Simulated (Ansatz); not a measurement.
AlAg, space group P-6m2, a test of the smearing width

Program: Ansatz 0.2.0 through its Python package.

The cells in order, each with its output:

**Cell 1**
```python
import ansatz as az
```

**Cell 2**
```python
alag = (
    az.Lattice.from_parameters(2.926387, 2.926387, 4.427604, alpha=90.0, beta=90.0, gamma=120.0)
    .atom("Al", (0.0, 0.0, 0.5))
    .atom("Ag", (2 / 3, 1 / 3, 0.0))
)
```

**Cell 3**
```python
len(alag.resolved().sites)
```
Output:
```text
2
```

**Cell 4**
```python
job = (
    alag.calculation()
    .kpoints(mesh=(12, 12, 7))
    .functional("PBEsol")
    .pseudopotentials("paw")
    .forces()
    .stress()
)
```

**Cell 5**
```python
rows = []
for value in [0.25, 0.15, 0.1, 0.05, 0.025]:
    data = job.occupations("gaussian", width=value).run(threads=1, pin="off").report
    rows.append((value, data["free_energy_ev"] / len(data["lattice"]["sites"]), data["n_iterations"], sum(data["stress_gpa"][i][i] for i in range(3)) / 3, max(abs(f) for row in data["forces_ev_ang"] for f in row), data["n_kpoints"]))

print("  width (eV)   F/atom (eV)    iterations       P (GPa)  max component (eV/A)      k-points")
for row in rows:
    print(f"{str(row[0]):>12s}  {row[1]:12.5f}  {row[2]:12d}  {row[3]:12.3f}  {row[4]:20.4f}  {row[5]:12d}")
```
Output:
```text
DeckWarning: basis.ecutwfc = 420 eV, auto-derived from the records' recommended cutoffs: set by Al (normal level)
  width (eV)   F/atom (eV)    iterations       P (GPa)  max component (eV/A)      k-points
        0.25   -4023.47884             6        -1.422                0.0000            76
        0.15   -4023.47710             6        -1.429                0.0000            76
         0.1   -4023.47655             6        -1.424                0.0000            76
        0.05   -4023.47619             6        -1.403                0.0000            76
       0.025   -4023.47610             6        -1.397                0.0000            76
```

**Cell 6**
```python
for row in rows[:-1]:
    shift = 1000 * (row[1] - rows[-1][1])
    print(f"{row[0]}: {shift:+.2f} meV/atom" + ("  (within 1 meV)" if abs(shift) < 1 else ""))
```
Output:
```text
0.25: -2.74 meV/atom
0.15: -1.00 meV/atom
0.1: -0.45 meV/atom  (within 1 meV)
0.05: -0.08 meV/atom  (within 1 meV)
```

Going from 0.025 to 0.25 eV changes F by -2.7 meV an atom. With this scheme F falls roughly as the square of the width; the report's estimate for zero width (energy_sigma0_ev) moves by only +0.1 meV. The pressure moves from -1.40 to -1.42 GPa.

Notes:
- The mesh is modest for a metal, so energies can be off by several to tens of meV an atom and pressures by half a GPa or more; differences at equal mesh fare better.
- Forces vanish by symmetry here and test nothing.
- The narrowest width needs the finest mesh, so the last row is no converged reference.
- Pressure is positive in compression.
- This cell is a computed structure, which may not be the phase found in nature.
- Warnings are shown shortened and without file and line.
- Wall time of the script: 13 s on 1 thread of Arm Neoverse V2, with other jobs on the host, peak memory 0.37 GiB.
